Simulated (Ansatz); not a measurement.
Runs of Ansatz 0.2.0 on WF. The structure is trigonal, space group R3m (No. 160). The conventional cell has a = 2.732 Å, b = 2.732 Å, c = 15.209 Å, α = 90.00°, β = 90.00°, γ = 120.00°. W (site symmetry 3m) is surrounded by 1 F at 1.87 Å. F (site symmetry 3m) is surrounded by 1 W at 1.87 Å. The cell was built by a generator and needn't be a form met in nature.

```csv
task,level,cell,k mesh,points for each segment of the path,gap on the mesh (eV),pressure (GPa),relaxed volume (Å³/atom)
relaxation of cell and atoms,revPBE+D3(BJ),relaxed,11 × 11 × 11,-,none,0.0,(a)
relaxation of cell and atoms,revPBE,relaxed,11 × 11 × 11,-,none,0.0,17.78
relaxation of cell and atoms,revPBE+D4,relaxed,11 × 11 × 11,-,none,0.0,14.60
band structure,LDA,as given,8 × 8 × 8,14,none,-9.9,-
```

Alike in all rows: potentials or basis Ansatz PAW; no spin polarisation; cutoff (eV) 420; smearing fermi-dirac 0.05 eV.

Problem. Estimate the missing entries.

Solution. (a) 14.44.

Caveats: an odd number of electrons without spin polarisation forces a metal; a magnetic or distorted state may lie lower; the PAW data sets come from PBE, with cores solved anew for the run's functional, which leaves a small shift of forces and pressure; the plane-wave basis is chosen anew once the cell has moved, so the energies of steps on either side of that aren't comparable (some runs); pairwise dispersion overbinds metals, which lowers pressure and volume (some runs); spin-orbit coupling is left out, which moves the levels of the heavy elements (some runs).

A k mesh can miss the band edges, and the runs leave out spin-orbit coupling on W.

A gap of «none» marks a metal or a gap under the smearing width.
